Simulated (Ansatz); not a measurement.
# C2HCl3Si: the cost of one run

Computed with the Python package of Ansatz 0.2.0. Level of theory: PBE0+D3(BJ)/6-31G.

### 1 The structure

Bond lengths: C1–C2 1.269 Å, C2–Si3 1.883 Å, Si3–Cl4 1.943 Å, Si3–Cl5 2.050 Å, Si3–Cl6 2.048 Å, C1–H7 1.018 Å. Angles: C1–C2–Si3 179.4°, C2–C1–H7 179.0°, C2–Si3–Cl4 111.4°, C2–Si3–Cl5 110.6°, C2–Si3–Cl6 111.0°, Cl4–Si3–Cl5 107.2°, Cl4–Si3–Cl6 109.4°, Cl5–Si3–Cl6 107.0°.

No structure file is read: the coordinates are typed or built in the script.

### 2 The code

File c2hcl3si_energy.py:

```python
"""Single point of C2HCl3Si."""

import warnings

import ansatz as az
from ase import Atoms

warnings.simplefilter("ignore", az.DeckWarning)

atoms = Atoms(["C", "C", "Si", "Cl", "Cl", "Cl", "H"], positions=[
    [1.4316, -1.4713, 0.662],
    [0.5807, -0.6137, 0.274],
    [-0.6825, 0.6511, -0.3191],
    [-2.2591, -0.2136, -1.0565],
    [0.1128, 1.8272, -1.7974],
    [-1.2411, 1.9005, 1.2039],
    [2.1188, -2.1482, 0.9874],
])
system = az.Crystal.molecule_from_ase(atoms)

job = system.calculation()
job = job.basis(gaussian="6-31G").functional("pbe0", dispersion="d3bj")
r = job.session().plan(threads=1).execute().report

print(f"E = {r['free_energy_ev']:.6f} eV = {r['free_energy_ev'] / 27.211386246:.7f} Ha")
print("converged:", r["converged"], " doubts:", r["published_state_doubts"] or "none")
```

### 3 Launch

The run is started by

```bash
> python c2hcl3si_energy.py
```

Q: Estimate wall time and peak memory on 1 thread of Intel Xeon Platinum 8259CL at 2.50GHz (Skylake/Cascade Lake), shared host.

About 4.3 s, with a peak of 0.24 GiB.
